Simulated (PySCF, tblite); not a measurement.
# C₄H₆Cl₂O: magnetic properties

Wanted: magnetic properties for C₄H₆Cl₂O (`CC(=O)CC(Cl)Cl`).

Computed with tblite 0.8.0 and PySCF 2.14.0 and routines of our own; the level stands in each step. Atoms count from 0.

### Step 1. The starting structure

13 atoms, charge 0, multiplicity 1; geometry from: force field or distance geometry start.

### Step 2. Relaxing the molecule with GFN2-xTB, one coordinate held

The job: settings as JSON, then the geometry in Å.

```
{"job": {"kind": "relax", "xc": "GFN2-xTB", "basis": "xTB"}, "charge": 0, "multiplicity": 1}
C     -1.905100     0.505700    -0.079300
C     -0.751900    -0.200500    -0.717200
O     -0.900100    -1.206400    -1.405300
C      0.618300     0.407700    -0.503700
C      1.678700    -0.686200    -0.409500
Cl     2.223900    -0.911800     1.267300
Cl     3.089900    -0.208300    -1.414500
H     -1.980400     1.524500    -0.481700
H     -1.774200     0.543000     1.006600
H     -2.842800    -0.032900    -0.294100
H      0.608500     1.005500     0.416000
H      0.795900     1.070400    -1.339700
H      1.322900    -1.649700    -0.778300
```

The run is started by

```console
OMP_NUM_THREADS=1 python excited_run.py task.json out
```

One launch serves the whole session: the jobs run in the order shown.

Output:

```text
step      E/eV     max force
  0    -674.14597    2.060
  1    -674.16187    2.036
  2    -674.19080    0.369
  3    -674.19489    0.266
  4    -674.20104    0.211
  5    -674.20364    0.166
  6    -674.20685    0.141
  7    -674.20845    0.108
  8    -674.21024    0.096
  9    -674.21181    0.119
 10    -674.21323    0.148
 11    -674.21423    0.157
 12    -674.21490    0.152
 13    -674.21543    0.139
 14    -674.21596    0.131
 15    -674.21646    0.147
 16    -674.21689    0.153
 17    -674.21723    0.151
 18    -674.21754    0.166
 19    -674.21786    0.177
 20    -674.21815    0.170
 21    -674.21842    0.153
 22    -674.21871    0.151
 23    -674.21912    0.157
 24    -674.21973    0.158
 25    -674.22054    0.149
 26    -674.22144    0.139
 27    -674.22242    0.168
 28    -674.22362    0.179
 29    -674.22515    0.174
 30    -674.22686    0.165
 31    -674.22848    0.126
 32    -674.22982    0.096
 33    -674.23088    0.090
 34    -674.23183    0.097
 35    -674.23258    0.087
 36    -674.23303    0.132
 37    -674.23354    0.086
 38    -674.23398    0.069
 39    -674.23433    0.092
 40    -674.23464    0.117
 41    -674.23488    0.128
 42    -674.23509    0.119
 43    -674.23522    0.095
 44    -674.23529    0.086
 45    -674.23535    0.082
 46    -674.23542    0.078
 47    -674.23550    0.070
 48    -674.23560    0.065
 49    -674.23569    0.063
 50    -674.23577    0.069
 51    -674.23583    0.078
 52    -674.23586    0.084
 53    -674.23589    0.087
 54    -674.23591    0.086
 55    -674.23593    0.083
 56    -674.23595    0.078
 57    -674.23596    0.074
 58    -674.23598    0.072
```

It took 0.43 s on 1 thread of Arm Neoverse V2, shared host; peak memory 0.18 GiB.

One coordinate is held by a constraint (a dihedral, as typed in the start), so the force along it need not vanish.

The steps of the relaxation: (not every step is listed)

```tsv
step	energy from step 0 (eV)	largest force (eV/Å)
0	0.0000	2.0604
1	-0.0159	2.0355
2	-0.0448	0.3686
3	-0.0489	0.2662
4	-0.0551	0.2107
5	-0.0577	0.1663
6	-0.0609	0.1414
7	-0.0625	0.1078
8	-0.0643	0.0964
12	-0.0689	0.1522
16	-0.0709	0.1528
20	-0.0722	0.1703
24	-0.0738	0.1583
28	-0.0776	0.1792
32	-0.0838	0.0956
36	-0.0871	0.1318
40	-0.0887	0.1172
44	-0.0893	0.0860
48	-0.0896	0.0650
52	-0.0899	0.0836
53	-0.0899	0.0869
54	-0.0899	0.0856
55	-0.0900	0.0830
56	-0.0900	0.0781
57	-0.0900	0.0737
58	-0.0900	0.0716
```

Close pairs (by a distance rule), those that changed most:

```tsv
bond	before (Å)	after (Å)	change (Å)
C1–O2	1.228	1.201	-0.026
C0–H9	1.103	1.087	-0.016
C4–Cl6	1.797	1.781	-0.016
C3–H11	1.081	1.094	+0.012
C0–H7	1.098	1.086	-0.012
C1–C3	1.514	1.526	+0.011
C0–C1	1.495	1.503	+0.008
C3–H10	1.097	1.090	-0.007
```

The end geometry stands in the next job.

### Step 3. Magnetic properties: GIAO BHandHLYP/pcSseg-1

The job: settings as JSON, then the geometry in Å.

```
{"job": {"kind": "mag", "xc": "BHandHLYP", "basis": "pcSseg-1", "isotopologues": 0}, "charge": 0, "multiplicity": 1}
C     -1.927879     0.557431    -0.166268
C     -0.771467    -0.313094    -0.569996
O     -0.894720    -1.433533    -0.985237
C      0.588006     0.360342    -0.410240
C      1.727473    -0.645886    -0.475288
Cl     2.357239    -1.000376     1.149244
Cl     3.057742    -0.070027    -1.510622
H     -1.777473     1.584606    -0.486602
H     -2.001420     0.546696     0.920441
H     -2.854240     0.165014    -0.576711
H      0.620065     0.932461     0.517179
H      0.682562     1.068533    -1.238168
H      1.377450    -1.591392    -0.901437
```

Level: GIAO BHandHLYP/pcSseg-1 magnetisability, rotational g tensor and spin-rotation constants, non-relativistic, gas phase.

Output:

```text
coarse grid: 12400 points
cycle   1  E = -1151.2422108567  dE =  1.093e+00  |g| = 8.643e-01  |ddm| = 3.177e+00
cycle   2  E = -1151.0706884686  dE =  1.715e-01  |g| = 1.332e+00  |ddm| = 1.893e+00
cycle   3  E = -1151.4089575586  dE = -3.383e-01  |g| = 9.404e-02  |ddm| = 1.267e+00
cycle   4  E = -1151.4102858973  dE = -1.328e-03  |g| = 6.387e-02  |ddm| = 1.170e-01
cycle   5  E = -1151.4111586468  dE = -8.727e-04  |g| = 1.206e-02  |ddm| = 6.399e-02
cycle   6  E = -1151.4111972457  dE = -3.860e-05  |g| = 3.984e-03  |ddm| = 1.549e-02
cycle   7  E = -1151.4112015752  dE = -4.329e-06  |g| = 1.017e-03  |ddm| = 5.894e-03
final grid: 111768 points
cycle   8  E = -1151.4476120525  dE = -1.375e-05  |g| = 3.412e-03  |ddm| = 1.237e-02
cycle   9  E = -1151.4476111862  dE =  8.663e-07  |g| = 4.142e-03  |ddm| = 5.610e-03
cycle  10  E = -1151.4476147072  dE = -3.521e-06  |g| = 5.939e-04  |ddm| = 3.333e-03
cycle  11  E = -1151.4476147703  dE = -6.310e-08  |g| = 1.255e-04  |ddm| = 5.186e-04
cycle  12  E = -1151.4476147730  dE = -2.758e-09  |g| = 5.579e-05  |ddm| = 1.664e-04
cycle  13  E = -1151.4476147738  dE = -7.810e-10  |g| = 1.018e-05  |ddm| = 5.823e-05
converged SCF energy = -1151.4476147738

Magnetisability tensor (1e-30 J/T^2)
    -1336.60       52.21       25.98
       52.21    -1086.45      160.23
       25.98      160.23    -1450.74
isotropic -1291.26   principal values   -1511.38  -1346.88  -1015.52
isotropic susceptibility -77.762 1e-6 cm^3/mol

Inertial axes            a          b          c
rot. const./GHz      2.5541     1.0154     0.8480
chi total           -80.835    -91.012    -61.438
chi diamagnetic    -538.780  -1244.655  -1431.558
chi paramagnetic    457.946   1153.643   1370.120
quadrupole/D A        1.146      0.218     -1.364
g nuclear            0.5254     0.5458     0.5307
g electronic        -0.5495    -0.5503    -0.5459
g total             -0.0241    -0.0045    -0.0152

Spin-rotation constants (kHz, H = +C I.J)
atom  isotope        aa         bb         cc
  5   35Cl        0.766      0.109      0.367
  6   35Cl        0.537      0.157      0.402
  7     1H       -0.293     -0.070     -0.011
  8     1H       -0.278      0.013     -0.087
  9     1H        0.003     -0.113     -0.070
 10     1H       -0.291     -0.068      0.004
 11     1H       -0.279      0.014     -0.078
 12     1H       -0.188     -0.108      0.053
  0    13C*       0.324      0.179      0.149
  1    13C*       1.485      0.219      0.415
  2    17O*      -1.722     -0.021     -0.904
  3    13C*       0.431      0.209      0.219
  4    13C*       0.553      0.205      0.228
* in the singly substituted isotopologue
```

It took 26 s on 1 thread of Arm Neoverse V2, shared host; peak memory 0.75 GiB.

Key values:

```tsv
quantity	value
magnetisability	-1291·10⁻³⁰ J/T²
molar susceptibility	-77.8·10⁻⁶ cm³/mol
rotational g (a, b, c)	-0.0241, -0.0045, -0.0152
```

The fields below are evaluated on a grid from the run's orbitals.

Frontier orbitals at BHandHLYP/pcSseg-1, with the share of their density that lies nearest to each atom:

```tsv
orbital	energy (eV)	lies on
HOMO	-9.35	O2 48 %; Cl6 11 %; C0, C3 about 10 % each
LUMO	0.40	C1 43 %; O2 28 %; H11 8 %
```

ELF in a plane through or near 8 of the atoms.

Values, 10 rows by 14 columns:
```
0.00 0.00 0.00 0.00 0.00 0.00 0.00 0.00 0.00 0.00 0.00 0.00 0.00 0.00
0.00 0.00 0.00 0.00 0.00 0.00 0.00 0.00 0.00 0.00 0.00 0.00 0.00 0.00
0.00 0.00 0.02 0.12 0.02 0.00 0.02 0.02 0.00 0.03 0.02 0.00 0.00 0.00
0.00 0.11 0.58 0.78 0.26 0.05 0.45 0.25 0.05 0.98 0.96 0.03 0.00 0.00
0.00 0.33 0.80 0.79 0.57 0.66 0.34 0.46 0.19 0.91 0.73 0.05 0.00 0.00
0.00 0.21 0.56 0.45 0.46 0.54 0.58 0.89 0.79 0.37 0.96 0.87 0.04 0.00
0.00 0.00 0.05 0.03 0.95 0.97 0.03 0.75 0.52 0.13 0.99 0.95 0.02 0.00
0.00 0.00 0.00 0.00 0.90 0.50 0.39 0.81 0.88 0.21 0.06 0.04 0.00 0.00
0.00 0.00 0.00 0.00 0.00 0.00 0.08 0.30 0.35 0.06 0.00 0.00 0.00 0.00
0.00 0.00 0.00 0.00 0.00 0.00 0.00 0.00 0.00 0.00 0.00 0.00 0.00 0.00
```
The map spans 11.3 Å across and 8.6 Å up, centred on the molecule. Atoms in the plane (x, y in Å): C0 (2.0, 0.0), C1 (0.7, -0.5), O2 (0.5, -1.7), C3 (-0.5, 0.5), C4 (-1.8, -0.2), H7 (2.1, 1.0), H9 (2.8, -0.6), H12 (-1.8, -1.3).

log10 of the density (e/Å³) in the same plane.

Ten even steps from '0' (-4.0) to '9' (1.5):
```
0000000000000000000000000000
0000000000000000000000000000
0000000000000000000000000000
0000011111111111001100000000
0001223322223322222221000000
0123344443444443344443210000
0134455554456654456654211000
0234566665567765567764321000
1235567766678876667765422000
1235567777778877778776432100
0234566679777778778776532100
0133455677766679777776532100
0023344567765678766666432000
0001233567655788765454321000
0000112455555788764333210000
0000001233334566554211000000
0000000011223445443100000000
0000000000011233321000000000
0000000000000011000000000000
0000000000000000000000000000
```
The map spans 11.3 Å across and 8.6 Å up, centred on the molecule. Atoms in the plane (x, y in Å): C0 (2.0, 0.0), C1 (0.7, -0.5), O2 (0.5, -1.7), C3 (-0.5, 0.5), C4 (-1.8, -0.2), H7 (2.1, 1.0), H9 (2.8, -0.6), H12 (-1.8, -1.3).

On the surface of density 0.002 e/bohr³ the electrostatic potential runs, from the 1st to the 99th percentile, from -1.41 V near O2 to 1.50 V near H11.

### Step 4. Summary of results

```
                                                quantity                      value
       magnetisability (step 3, GIAO BHandHLYP/pcSseg-1)           -1291·10⁻³⁰ J/T²
  molar susceptibility (step 3, GIAO BHandHLYP/pcSseg-1)         -77.8·10⁻⁶ cm³/mol
rotational g (a, b, c) (step 3, GIAO BHandHLYP/pcSseg-1)  -0.0241, -0.0045, -0.0152
                   surface potential, 1st and 99th percentile         -1.41 V and 1.50 V
```

What this shows: The values above hold for this geometry and these levels alone. Vibrational averaging and real surroundings are missing from these values.
